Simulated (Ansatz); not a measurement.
# CH₇AlBFSi: small, medium and large basis sets

One table from this session's results is given with a row withheld; the runs are named, their logs left out.

The runs use Ansatz 0.2.0, Gaussian basis; one geometry, several basis sets.

The runs, in order: PBE0-D4/def2-SVP; ωB97M-V/def2-SVP; PBE0-D4/def2-QZVPP; ωB97M-V/def2-QZVPP; the functionals' def2-TZVPP values are taken from earlier runs.

### The geometry

An earlier PBE0-D4 in a triple-zeta def2 set relaxation fixed the geometry.

12 atoms, charge 0, spin multiplicity 1.

Atoms are counted from 1 here; the program's logs count them from 0.

Bond lengths: B1–C2 1.469 Å, B1–Al4 2.252 Å, B1–H6 1.190 Å, B1–H7 1.242 Å, C2–F3 1.381 Å, C2–Al4 2.123 Å, C2–Si5 1.894 Å, Al4–H8 1.579 Å, Al4–H9 1.580 Å, Si5–H10 1.486 Å, Si5–H11 1.482 Å, Si5–H12 1.485 Å. Angles: C2–B1–Al4 65.7°, C2–B1–H6 128.4°, C2–B1–H7 112.3°, Al4–B1–H6 125.9°, Al4–B1–H7 66.1°, H6–B1–H7 117.8°, B1–C2–F3 119.7°, B1–C2–Al4 75.2°, B1–C2–Si5 125.3°, F3–C2–Al4 121.8°, F3–C2–Si5 109.3°, Al4–C2–Si5 99.4°, B1–Al4–C2 39.1°, B1–Al4–H8 124.8°, B1–Al4–H9 105.9°, C2–Al4–H8 110.7°, C2–Al4–H9 124.2°, H8–Al4–H9 123.9° and more.

Geometry (Å):

```mol
CH7AlBFSi
  3D, bonds by distance, orders not assigned

 12 12  0  0  0  0  0  0  0  0999 V2000
   -1.0313    1.1736    0.0850 B   0  0
    0.3619    0.7209   -0.0213 C   0  0
    1.3280    1.5855   -0.4977 F   0  0
   -0.7258   -0.5648   -1.3133 Al  0  0
    1.1786   -0.5768    1.0909 Si  0  0
   -1.4895    2.2317   -0.2082 H   0  0
   -1.8200    0.2323    0.2712 H   0  0
   -0.5754   -2.0698   -0.8605 H   0  0
   -1.3425   -0.1193   -2.6976 H   0  0
    2.1366   -1.4287    0.3394 H   0  0
    0.1326   -1.4198    1.7167 H   0  0
    1.9237    0.1798    2.1292 H   0  0
  1  2  8  0
  1  4  8  0
  1  6  8  0
  1  7  8  0
  2  3  8  0
  2  4  8  0
  2  5  8  0
  4  8  8  0
  4  9  8  0
  5 10  8  0
  5 11  8  0
  5 12  8  0
M  END
```

Set-up of the first run:

in.yaml reads:

```yaml
crystal:
  periodic: [false, false, false]
  atoms:
    - {symbol: B, position_ang: [-1.031333, 1.173644, 0.085011]}
    - {symbol: C, position_ang: [0.361937, 0.720904, -0.021322]}
    - {symbol: F, position_ang: [1.328049, 1.585544, -0.497708]}
    - {symbol: Al, position_ang: [-0.725784, -0.564784, -1.313277]}
    - {symbol: Si, position_ang: [1.178646, -0.576815, 1.090882]}
    - {symbol: H, position_ang: [-1.489496, 2.231717, -0.208240]}
    - {symbol: H, position_ang: [-1.820043, 0.232278, 0.271217]}
    - {symbol: H, position_ang: [-0.575355, -2.069775, -0.860492]}
    - {symbol: H, position_ang: [-1.342537, -0.119295, -2.697613]}
    - {symbol: H, position_ang: [2.136615, -1.428687, 0.339395]}
    - {symbol: H, position_ang: [0.132582, -1.419822, 1.716706]}
    - {symbol: H, position_ang: [1.923722, 0.179790, 2.129239]}
basis:
  gaussian: {orbitals: def2-SVP}
hamiltonian: {xc: pbe0, dispersion: d4}
output: {orbitals: {seedname: orbitals}}
```

Command:

```console
$ ansatz run in.yaml --threads 4 --pin off --events-out ev --progress --plain --max-ram 10444MiB
```

Among the steps run: PBE0-D4 in def2-SVP; ωB97M-V in def2-SVP; PBE0-D4 in def2-QZVPP; ωB97M-V in def2-QZVPP.

One of the session's tables, all rows but one given; the rest of the session is left out.

It belongs to the step «Functionals by basis». 

```
functional       basis  HOMO (eV)  LUMO (eV)
   PBE0-D4    def2-SVP      -7.66      -2.15
   PBE0-D4  def2-TZVPP      -7.71      -2.18
   PBE0-D4  def2-QZVPP      -7.72      -2.19
   ωB97M-V    def2-SVP      -9.77      -0.26
   ωB97M-V  def2-TZVPP      -9.85      -0.37
   ωB97M-V  def2-QZVPP          ?          ?
```

Estimate the missing values for ωB97M-V, def2-QZVPP.

The run gave: HOMO (eV): -9.86; LUMO (eV): -0.43. In the column «HOMO (eV)» it is the lowest.
